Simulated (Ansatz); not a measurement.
# CH4AlOS radical: a ladder of functionals and wavefunction methods

Aim: compute CH4AlOS radical with functionals from several rungs and with coupled cluster. The yardstick is the atomisation energy at the CCSD(T) limit.

Program: Ansatz 0.2.0, Gaussian basis. Level of theory: functionals in def2-TZVPP, the program's frozen cores in correlated methods. These are calculated values, not measurements.

Levels to be run: LDA (SPW92), PBE-D4, revPBE-D4, BLYP-D4, r2SCAN-D4, B97M-V, PBE0-D4, B3LYP-D4, r2SCANh-D4, r2SCAN0-D4, HSE06-D4, BHLYP-D4, CAM-B3LYP-D4, LC-ωPBE, ωB97X-V, ωB97M-V, B2PLYP, PBE-QIDH; CCSD(T)/def2-SVP; CCSD(T)/def2-TZVPP; MP2/def2-QZVPP; extrapolation to the limit; RPA on PBE.

**1. Structure used throughout**

The geometry comes from an earlier relaxation with PBE0-D4 in a triple-zeta def2 set; it is a stationary point, not always the lowest conformer.

8 atoms, charge 0, spin multiplicity 2.

Atoms are counted from 1 here; the program's logs count them from 0.

Bond lengths: C1–O2 1.399 Å, C1–H5 1.095 Å, C1–H6 1.097 Å, C1–H7 1.095 Å, O2–Al3 1.681 Å, Al3–S4 2.211 Å, S4–H8 1.343 Å. Angles: O2–C1–H5 110.0°, O2–C1–H6 112.4°, O2–C1–H7 110.0°, H5–C1–H6 108.1°, H5–C1–H7 108.0°, H6–C1–H7 108.1°, C1–O2–Al3 138.7°, O2–Al3–S4 117.4°, Al3–S4–H8 93.1°.

**2. LDA**

This LDA is Slater exchange with PW92 correlation.

Input file in.yaml:

```yaml
crystal:
  periodic: [false, false, false]
  atoms:
    - {symbol: C, position_ang: [0.012681, 1.389883, 0.390136]}
    - {symbol: O, position_ang: [0.731436, 0.585062, -0.499891]}
    - {symbol: Al, position_ang: [0.776724, -1.019627, -0.998362]}
    - {symbol: S, position_ang: [-0.666063, -2.414810, -0.070996]}
    - {symbol: H, position_ang: [-0.477117, 2.204066, -0.153458]}
    - {symbol: H, position_ang: [-0.758240, 0.828793, 0.931871]}
    - {symbol: H, position_ang: [0.691386, 1.833406, 1.125682]}
    - {symbol: H, position_ang: [-0.218708, -3.463873, -0.780782]}
basis:
  gaussian: {orbitals: def2-TZVPP}
magnetization: {spin_polarized: true, initial_magnetization: 1}
hamiltonian: {xc: lda}
output: {orbitals: {seedname: orbitals}}
```

Further steps of the session: PBE-D4 (GGA); revPBE-D4 (GGA); BLYP-D4 (GGA); r2SCAN-D4 (meta-GGA); B97M-V (meta-GGA); PBE0-D4 (hybrid); B3LYP-D4 (hybrid); r2SCANh-D4 (hybrid); r2SCAN0-D4 (hybrid); HSE06-D4 (hybrid); BHLYP-D4 (hybrid); CAM-B3LYP-D4 (range-separated); LC-ωPBE-D4 (range-separated); ωB97X-V (range-separated); ωB97M-V (range-separated); B2PLYP (double hybrid); PBE-QIDH (double hybrid); CCSD(T) in def2-SVP; CCSD(T) in def2-TZVPP; MP2 in def2-QZVPP; RPA on PBE orbitals.

Before running them: what should the planned runs give, taken together? Wanted: atomisation energy, CCSD(T)/CBS; farthest beyond LDA; mean size of error, GGA; mean size of error, meta-GGA; mean size of error, hybrid; mean size of error, range-separated; mean size of error, double hybrid; gap, smallest and largest; T1 diagnostic.

**Answer**, as computed:

```
                               quantity                                                                                     value
        atomisation energy, CCSD(T)/CBS                                                                                 28.486 eV
    functionals within 0.142 eV (0.5 %)  BLYP-D4, B97M-V, PBE0-D4, B3LYP-D4, r2SCANh-D4, HSE06-D4, CAM-B3LYP-D4, ωB97X-V, ωB97M-V
                    farthest beyond LDA                                                                      BHLYP-D4 (-0.971 eV)
                mean size of error, GGA                                                                                  0.273 eV
           mean size of error, meta-GGA                                                                                  0.195 eV
             mean size of error, hybrid                                                                                  0.245 eV
    mean size of error, range-separated                                                                                  0.053 eV
      mean size of error, double hybrid                                                                                  0.315 eV
              gap, smallest and largest                                                       1.01 eV (B97M-V), 8.04 eV (LC-ωPBE)
                          T1 diagnostic                                                                                    0.0145
triples share of the correlation energy                                                                                     3.9 %
```

LDA overbinds by 4.178 eV (15 %). PBE-D4 misses by +0.510 eV. Double hybrids carry the basis error of their MP2 part in triple zeta, and no dispersion term here, so their miss is partly the set-up's. Taken by rung, range-separated functionals do best (0.053 eV on average) and double hybrid ones worst beyond LDA (0.315 eV). Misses under about 0.142 eV are within the doubt on the reference itself, which lacks core-valence correlation, relativity and higher excitations. Hartree-Fock recovers 72 % of the binding; the rest is correlation. CCSD(T) in def2-SVP is off by -1.859 eV, which most functionals beat. The gap grows from 1.0 to 8.0 eV across the functionals, mostly with the share of exact exchange.
